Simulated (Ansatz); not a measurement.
# H5OSSi2 radical: up Jacob's ladder to CCSD(T)

An exercise on one series of results from a longer session: the logs are not shown, and one member is left open.

Program: Ansatz 0.2.0, Gaussian basis. Level of theory: functionals in def2-TZVPP, the program's frozen cores in correlated methods. These are calculated values, not measurements.

Plan: LDA (SPW92), PBE-D4, revPBE-D4, BLYP-D4, r2SCAN-D4, B97M-V, PBE0-D4, B3LYP-D4, r2SCANh-D4, r2SCAN0-D4, HSE06-D4, BHLYP-D4, CAM-B3LYP-D4, LC-ωPBE, ωB97X-V, ωB97M-V, B2PLYP, PBE-QIDH; CCSD(T)/def2-SVP; CCSD(T)/def2-TZVPP; MP2/def2-QZVPP; extrapolation to the limit; RPA on PBE.

### The relaxed structure

All runs share one geometry, relaxed beforehand with PBE0-D4 in a triple-zeta def2 set.

SMILES `O[SiH2]S[SiH2]`, 9 atoms, charge 0, spin multiplicity 2.

Atoms are counted from 1 here; the program's logs count them from 0.

Bond lengths: O1–Si2 1.638 Å, O1–H5 0.959 Å, Si2–S3 2.143 Å, Si2–H6 1.486 Å, Si2–H7 1.476 Å, S3–Si4 2.129 Å, Si4–H8 1.495 Å, Si4–H9 1.489 Å. Angles: Si2–O1–H5 118.0°, O1–Si2–S3 112.9°, O1–Si2–H6 111.4°, O1–Si2–H7 105.8°, S3–Si2–H6 107.3°, S3–Si2–H7 107.2°, H6–Si2–H7 112.2°, Si2–S3–Si4 97.0°, S3–Si4–H8 110.2°, S3–Si4–H9 107.5°, H8–Si4–H9 109.8°.

Set-up of the first run:

Input file in.yaml:

```yaml
crystal:
  periodic: [false, false, false]
  atoms:
    - {symbol: O, position_ang: [-0.385471, 1.720789, -1.014473]}
    - {symbol: Si, position_ang: [-1.120676, 0.633405, -0.034110]}
    - {symbol: S, position_ang: [-0.625083, -1.394842, -0.517548]}
    - {symbol: Si, position_ang: [1.124192, -1.529185, 0.689181]}
    - {symbol: H, position_ang: [0.572514, 1.717060, -1.051188]}
    - {symbol: H, position_ang: [-0.753468, 0.852130, 1.388868]}
    - {symbol: H, position_ang: [-2.569315, 0.796041, -0.266668]}
    - {symbol: H, position_ang: [1.867739, -0.232026, 0.666740]}
    - {symbol: H, position_ang: [1.977966, -2.609672, 0.122197]}
basis:
  gaussian: {orbitals: def2-TZVPP}
magnetization: {spin_polarized: true, initial_magnetization: 1}
hamiltonian: {xc: lda}
output: {orbitals: {seedname: orbitals}}
```

Steps of the session up to this table: LDA; PBE-D4 (GGA); revPBE-D4 (GGA); BLYP-D4 (GGA); r2SCAN-D4 (meta-GGA); B97M-V (meta-GGA); PBE0-D4 (hybrid); B3LYP-D4 (hybrid); r2SCANh-D4 (hybrid); r2SCAN0-D4 (hybrid); HSE06-D4 (hybrid); BHLYP-D4 (hybrid); CAM-B3LYP-D4 (range-separated); LC-ωPBE-D4 (range-separated; the results give it without D4); ωB97X-V (range-separated); ωB97M-V (range-separated); B2PLYP (double hybrid); PBE-QIDH (double hybrid).

One of the session's tables, all rows but one given; the rest of the session is left out.

It belongs to the step «Orbital energies across the functionals». 

```
  functional  HOMO (eV)  LUMO (eV)  gap (eV)
 LDA (SPW92)      -4.99      -3.95      1.03
      PBE-D4      -5.01      -3.54      1.47
   revPBE-D4      -4.99      -3.41      1.59
     BLYP-D4      -4.79      -3.55      1.24
   r2SCAN-D4      -5.36      -3.11      2.24
      B97M-V      -5.16      -3.71      1.45
     PBE0-D4      -6.12      -2.67      3.45
    B3LYP-D4          ?          ?         ?
  r2SCANh-D4      -5.76      -2.82      2.94
  r2SCAN0-D4      -6.37      -2.39      3.97
    HSE06-D4      -5.73      -3.05      2.67
    BHLYP-D4      -7.04      -1.89      5.15
CAM-B3LYP-D4      -7.30      -1.79      5.52
     LC-ωPBE      -8.73      -0.42      8.30
     ωB97X-V      -8.23      -0.94      7.29
     ωB97M-V      -7.88      -1.09      6.79
```

Q: Estimate the row for B3LYP-D4 from the others.

Worked estimate for «HOMO (eV)». Against the share of exact exchange, BLYP-D4 (0, -4.79), BHLYP-D4 (0.5, -7.04) give a slope of -4.50 per unit share; at 0.2 the line stands at -5.69.

The run gave: HOMO (eV): -5.84; LUMO (eV): -3.04; gap (eV): 2.80. In «HOMO (eV)» the line misses by +0.15.
